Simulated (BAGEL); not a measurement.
**PBE0/6-31G(d) (density fitting with qzvpp-jkfit, spherical functions) run of GaSiH4Cl (SMILES [SiH3][GaH][Cl])**

What is the energy change on altering one bond length of GaSiH4Cl at PBE0/6-31G* (density fitting with qzvpp-jkfit, spherical functions)? 

Program for the calculation: BAGEL 1.2.2.

## (1) The structure to begin with

GaSiH4Cl has 7 atoms, charge 0, and is taken as a singlet. As SMILES, `[SiH3][GaH][Cl]`. Geometry: a GFN2-xTB relaxation, a rough one for these elements and not checked as a minimum.

Bond lengths: Si1–Ga2 2.413 Å, Ga2–Cl3 2.101 Å, Si1–H4 1.474 Å, Si1–H5 1.476 Å, Si1–H6 1.472 Å, Ga2–H7 1.630 Å. Angles: Si1–Ga2–Cl3 125.2°, Si1–Ga2–H7 125.9°, Cl3–Ga2–H7 108.9°, Ga2–Si1–H4 111.6°, Ga2–Si1–H5 108.6°, Ga2–Si1–H6 112.5°, H4–Si1–H5 107.8°, H4–Si1–H6 107.9°, H5–Si1–H6 108.1°.

## (2) A single-point energy at PBE0/6-31G(d) (density fitting with qzvpp-jkfit, spherical functions)

Input file dft.json:

```json
{ "bagel": [

{
  "title": "molecule",
  "basis": "6-31gs.json",
  "df_basis": "qzvpp-jkfit",
  "angstrom": true,
  "geometry": [
    { "atom": "Si", "xyz": [   -0.922200,    0.560190,   -0.301100 ] },
    { "atom": "Ga", "xyz": [    1.012340,   -0.652810,    0.480210 ] },
    { "atom": "Cl", "xyz": [    2.627560,   -1.257590,   -0.718720 ] },
    { "atom": "H", "xyz": [   -2.035550,   -0.347720,   -0.633090 ] },
    { "atom": "H", "xyz": [   -0.555320,    1.293210,   -1.528140 ] },
    { "atom": "H", "xyz": [   -1.411840,    1.535900,    0.686270 ] },
    { "atom": "H", "xyz": [    1.285010,   -1.131180,    2.014550 ] }
  ]
},
{ "title": "ks", "xc_func": "pbe0" },
{ "title": "print", "file": "orbitals.molden", "orbitals": true }

]}
```

The basis set 6-31G* is read from a file made from the Basis Set Exchange's data (not shown).

Started as:

```
BAGEL_NUM_THREADS=1 BAGEL dft.json > dft.out
```

Log:

```text
* using 1 threads per process

  ===============================================================
  ===============================================================

  *** Geometry ***

  { "atom" : "Si", "xyz" : [     -1.742705,      1.058606,     -0.568997 ] },
  { "atom" : "Ga", "xyz" : [      1.913045,     -1.233632,      0.907465 ] },
  { "atom" : "Cl", "xyz" : [      4.965369,     -2.376501,     -1.358184 ] },
  { "atom" : "H", "xyz" : [     -3.846632,     -0.657096,     -1.196367 ] },
  { "atom" : "H", "xyz" : [     -1.049403,      2.443813,     -2.887766 ] },
  { "atom" : "H", "xyz" : [     -2.667991,      2.902430,      1.296862 ] },
  { "atom" : "H", "xyz" : [      2.428317,     -2.137620,      3.806948 ] },

  Number of auxiliary basis functions:      594

  Since a DF basis is specified, we compute 2- and 3-index integrals:
    o Being stored without compression. Storage requirement is 0.027 GB

  Number of basis functions:       76
  Number of electrons      :       66

    * METHOD: MOLECULE                             0.41

  *** Kohn-Sham DFT ***

    * Removing 11018 points whose weight is below 1.00e-10
    * Grid points: 93324

  === Nuclear Repulsion ===
   311.4918816581

       - DIIS with orbital gradients will be used.

  === KS iteration (pbe0 / 6-31gs.json) ===
      0      -2602.28825203          0.11478187           0.37
      1      -2408.45160852          0.17529294           0.36
      2      -2490.52748447          0.09369219           0.36
      3      -2561.69104040          0.13142083           0.36
      4      -2668.52914032          0.08116749           0.36
      5      -2613.01726384          0.18757550           0.36
      6      -2625.22740364          0.27608122           0.36
      7      -2605.54551447          0.14428203           0.36
      8      -2616.62933195          0.16345747           0.36
      9      -2665.74189046          0.10486162           0.36
     10      -2672.60318098          0.08806381           0.36
     11      -2674.64835804          0.06074355           0.36
     12      -2675.02374427          0.05441901           0.36
     13      -2674.35710049          0.08292821           0.36
     14      -2676.12306539          0.00702156           0.36
     15      -2676.14148742          0.00152396           0.36
     16      -2676.14267922          0.00025726           0.36
     17      -2676.14271531          0.00008562           0.36
     18      -2676.14271999          0.00003065           0.36
     19      -2676.14272095          0.00000231           0.36
     20      -2676.14272095          0.00000084           0.37
     21      -2676.14272095          0.00000022           0.37
     22      -2676.14272095          0.00000017           0.37
     23      -2676.14272095          0.00000003           0.36
     24      -2676.14272095          0.00000001           0.37
     25      -2676.14272095          0.00000001           0.37
    * SCF iteration converged.

    * Permanent dipole moment:
           (    0.680679,    -0.301980,    -0.229671) a.u.

    * METHOD: KS                                   9.85

    * METHOD: PRINT                                0.01

  ===============================================================
```

Wall time 11 s (1 thread of Arm Neoverse V1, shared host); peak memory 0.4 GiB.

## (3) The distorted shape, same level

Input file job.json:

```json
{ "bagel": [

{
  "title": "molecule",
  "basis": "6-31gs.json",
  "df_basis": "qzvpp-jkfit",
  "angstrom": true,
  "geometry": [
    { "atom": "Si", "xyz": [      -0.031557,       1.286488,      -0.035519 ] },
    { "atom": "Ga", "xyz": [       1.902983,       0.073488,       0.745791 ] },
    { "atom": "Cl", "xyz": [       3.518203,      -0.531292,      -0.453139 ] },
    { "atom": "H", "xyz": [      -2.035550,      -0.347720,      -0.633090 ] },
    { "atom": "H", "xyz": [       0.335323,       2.019508,      -1.262559 ] },
    { "atom": "H", "xyz": [      -0.521197,       2.262198,       0.951851 ] },
    { "atom": "H", "xyz": [       2.175653,      -0.404882,       2.280131 ] }
  ]
},

{
  "title": "ks",
  "xc_func": "pbe0"
},

{
  "title": "print",
  "file": "orbitals.molden",
  "orbitals": true
}

]}
```

The basis set 6-31G* is read from a file made from the Basis Set Exchange's data (not shown).

Started as:

```
BAGEL_NUM_THREADS=1 BAGEL job.json > job.out
```

Log:

```text
* using 1 threads per process

  ===============================================================
  ===============================================================

  *** Geometry ***

  { "atom" : "Si", "xyz" : [     -0.059634,      2.431110,     -0.067121 ] },
  { "atom" : "Ga", "xyz" : [      3.596117,      0.138872,      1.409341 ] },
  { "atom" : "Cl", "xyz" : [      6.648440,     -1.003996,     -0.856309 ] },
  { "atom" : "H", "xyz" : [     -3.846632,     -0.657096,     -1.196367 ] },
  { "atom" : "H", "xyz" : [      0.633669,      3.816317,     -2.385891 ] },
  { "atom" : "H", "xyz" : [     -0.984920,      4.274935,      1.798738 ] },
  { "atom" : "H", "xyz" : [      4.111388,     -0.765116,      4.308823 ] },

  Number of auxiliary basis functions:      594

  Since a DF basis is specified, we compute 2- and 3-index integrals:
    o Being stored without compression. Storage requirement is 0.027 GB

  Number of basis functions:       76
  Number of electrons      :       66

    * METHOD: MOLECULE                             0.41

  *** Kohn-Sham DFT ***

    * Removing 10361 points whose weight is below 1.00e-10
    * Grid points: 93981

  === Nuclear Repulsion ===
   307.7089389541

       - DIIS with orbital gradients will be used.

  === KS iteration (pbe0 / 6-31gs.json) ===
      0      -2602.75796478          0.11448640           0.38
      1      -2412.29540879          0.18376142           0.36
      2      -2491.27987216          0.09070235           0.36
      3      -2550.82836220          0.14105653           0.36
      4      -2667.57963413          0.07928749           0.36
      5      -2602.04524414          0.13700300           0.36
      6      -2602.52553468          0.13863851           0.36
      7      -2597.14486139          0.14927392           0.36
      8      -2655.79641538          0.13118873           0.36
      9      -2667.23669181          0.09394513           0.37
     10      -2667.56945337          0.10250108           0.36
     11      -2672.90477231          0.07376766           0.36
     12      -2671.76481141          0.07422620           0.36
     13      -2605.59667823          0.16314359           0.36
     14      -2675.24336615          0.04537578           0.36
     15      -2674.32690074          0.03963786           0.36
     16      -2675.51627470          0.03060315           0.36
     17      -2675.54383775          0.02388541           0.37
     18      -2675.99992870          0.00832436           0.37
     19      -2676.02360908          0.00195882           0.37
     20      -2676.02592099          0.00080682           0.36
     21      -2676.02646293          0.00023285           0.37
     22      -2676.02650585          0.00009116           0.37
     23      -2676.02651168          0.00001638           0.37
     24      -2676.02651197          0.00000494           0.37
     25      -2676.02651199          0.00000163           0.37
     26      -2676.02651199          0.00000107           0.37
     27      -2676.02651199          0.00000033           0.37
     28      -2676.02651199          0.00000016           0.37
     29      -2676.02651199          0.00000010           0.37
     30      -2676.02651199          0.00000001           0.37
     31      -2676.02651199          0.00000000           0.37
    * SCF iteration converged.

    * Permanent dipole moment:
           (    0.191448,    -0.585402,    -0.365780) a.u.

    * METHOD: KS                                  12.08

    * METHOD: PRINT                                0.01

  ===============================================================
```

It took 13 s on 1 thread of Arm Neoverse V1, shared host; peak memory 0.41 GiB.

## (4) Summary of results

Level: PBE0/6-31G* (density fitting with qzvpp-jkfit, spherical functions).

| quantity | value |
| --- | --- |
| first shape: total energy | -2676.14272 Eh |
| first shape: dipole moment | 1.98 D |
| first shape: HOMO energy | -7.77 eV |
| first shape: LUMO energy | -2.03 eV |
| first shape: HOMO–LUMO gap | 5.75 eV |
| distorted shape: total energy | -2676.02651 Eh |
| distorted shape: dipole moment | 1.82 D |
| distorted shape: HOMO energy | -7.42 eV |
| distorted shape: LUMO energy | -3.38 eV |
| distorted shape: HOMO–LUMO gap | 4.05 eV |
| energy change with the Si1–H4 bond stretched from 1.474 to 2.654 Å | 3.162 eV |

In words: With the Si1–H4 bond stretched from 1.474 to 2.654 Å the energy rises by 3.16 eV (73 kcal/mol). The first shape isn't relaxed at this level, so the change isn't measured from a minimum. A restricted reference can't describe the breaking bond well at this length.
